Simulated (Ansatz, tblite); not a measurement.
## A script for N (GFN2-xTB)

These are simulated results from tblite 0.8.0, not measurements. The cell began as a database structure and was relaxed with r2SCAN+rVV10 in plane waves (Ansatz 0.2.0). All runs are without spin polarisation.

It is cubic, Pa-3 (No. 205); a = 5.478 Å in the conventional setting, 20.54 Å³ an atom. N has 1 N at 1.09 Å.

tblite solves periodic systems at the zone centre alone, so the script builds a cluster of 2×2×2 conventional cells (64 atoms), which folds in a coarse mesh of k points.

run.py reads:

```python
import json
from ase import Atoms
from ase.build import make_supercell
from ase.units import Bohr, GPa, Hartree
from tblite.interface import Calculator

atoms = Atoms(['N', 'N', 'N', 'N', 'N', 'N', 'N', 'N'],
              cell=[[5.47764731, 0.0, 0.0], [0.0, 5.47764731, 0.0], [0.0, 0.0, 5.47764731]],
              scaled_positions=[[0.057609312, 0.057609312, 0.057609312], [0.442390688, 0.942390688, 0.557609312], [0.557609312, 0.442390688, 0.942390688], [0.942390688, 0.557609312, 0.442390688], [0.942390688, 0.942390688, 0.942390688], [0.557609312, 0.057609312, 0.442390688], [0.442390688, 0.557609312, 0.057609312], [0.057609312, 0.442390688, 0.557609312]],
              pbc=True)
cluster = make_supercell(atoms, [[2, 0, 0], [0, 2, 0], [0, 0, 2]])
calc = Calculator('GFN2-xTB', cluster.numbers, cluster.positions / Bohr, lattice=cluster.cell[:] / Bohr, periodic=cluster.pbc)
calc.set('temperature', 0.02 / Hartree)
calc.set('max-iter', 150)
res = calc.singlepoint()
levels = res.get('orbital-energies') * Hartree
nv = round(res.get('orbital-occupations').sum() / 2)
cells = len(cluster) // len(atoms)
out = {'energy_per_cell': res.get('energy') * Hartree / cells, 'homo': levels[nv - 1], 'lumo': levels[nv],
       'stress': (-res.get('virial') * Hartree / cluster.get_volume() / GPa).tolist(), 'charges': res.get('charges')[:len(atoms)].tolist(), 'electrons': 2 * nv / cells}
json.dump(out, open('results.json', 'w'))
for key, value in out.items():
    print(key, value)
```

Command: `python run.py`. It took 3 s on 1 thread of Arm Neoverse V1 (shared host), peak memory 0.1 GiB.

The log:

```
------------------------------------------------------------
  cycle        total energy    energy error   density error
------------------------------------------------------------
      1     -184.4236723671  -1.8731892E+02   2.8395916E-01
      2     -184.5130572319  -8.9384865E-02   1.5797714E-01
      3     -184.5513953774  -3.8338145E-02   1.5561997E-02
      4     -184.5514218441  -2.6466679E-05   1.2300700E-03
      5     -184.5514245196  -2.6754763E-06   5.9176383E-06
      6     -184.5514245196  -6.3124617E-11   1.9955104E-07
------------------------------------------------------------

 total:                                   2.368 sec
energy_per_cell -627.7375067438161
homo -12.116635241887947
lumo -8.024376619604846
stress [[0.7093523226581062, 2.741200089679307e-07, 2.7412000868887485e-07], [2.741200082326187e-07, 0.709352322658121, 2.74120013517977e-07], [2.7412000859525346e-07, 2.741200129646117e-07, 0.7093523226581152]]
charges [-3.8251202205685786e-10, 5.043423456640994e-10, 5.043254702741251e-10, 5.043327977460876e-10, 1.4263767944555639e-10, 2.8883173630589454e-09, 2.8883224700848587e-09, 2.888309813542378e-09]
electrons 40.0
```

The cycle table is in hartree for the whole cluster, and the lines after it are in eV (the energy for one cell). The printed stress is in GPa and positive in compression, and the pressure is its mean diagonal.

GFN2-xTB gives a gap of 4.09 eV. On the same cell, plane-wave PBE (Ansatz, 6×6×6 k points and the special points) gives a gap of 7.35 eV and r2SCAN a gap of 8.01 eV; on shared hosts these took about 6.3 and 15 core-seconds on the 8-atom cell, against 3 for the script. Semilocal gaps usually lie below measured ones. xTB was fitted to molecules, so gaps, charges and pressures of solids can be far off, and the gap also depends on the size of the cluster.

The same script was run on cells scaled at fixed shape and fractional coordinates:

| volume (Å³/atom) | energy (meV/atom) | pressure (GPa, positive in compression) | gap (eV) |
| --- | --- | --- | --- |
| 18.08 | 104.7 | 14.20 | 4.47 |
| 19.31 | 26.6 | 6.48 | 4.27 |
| 20.54 | 0.0 | 0.71 | 4.09 |
| 21.78 | 12.0 | -3.62 | 3.93 |
| 23.01 | 53.0 | -6.89 | 3.78 |

A Birch-Murnaghan fit puts the minimum at 20.72 Å³/atom, 0.9 % above the given cell, with a bulk modulus of 80.3 GPa at fixed shape.

xTB was fitted mostly to molecules, and a small cluster samples few k points, so gaps, pressures and kinks along a curve can be far from a solid's.
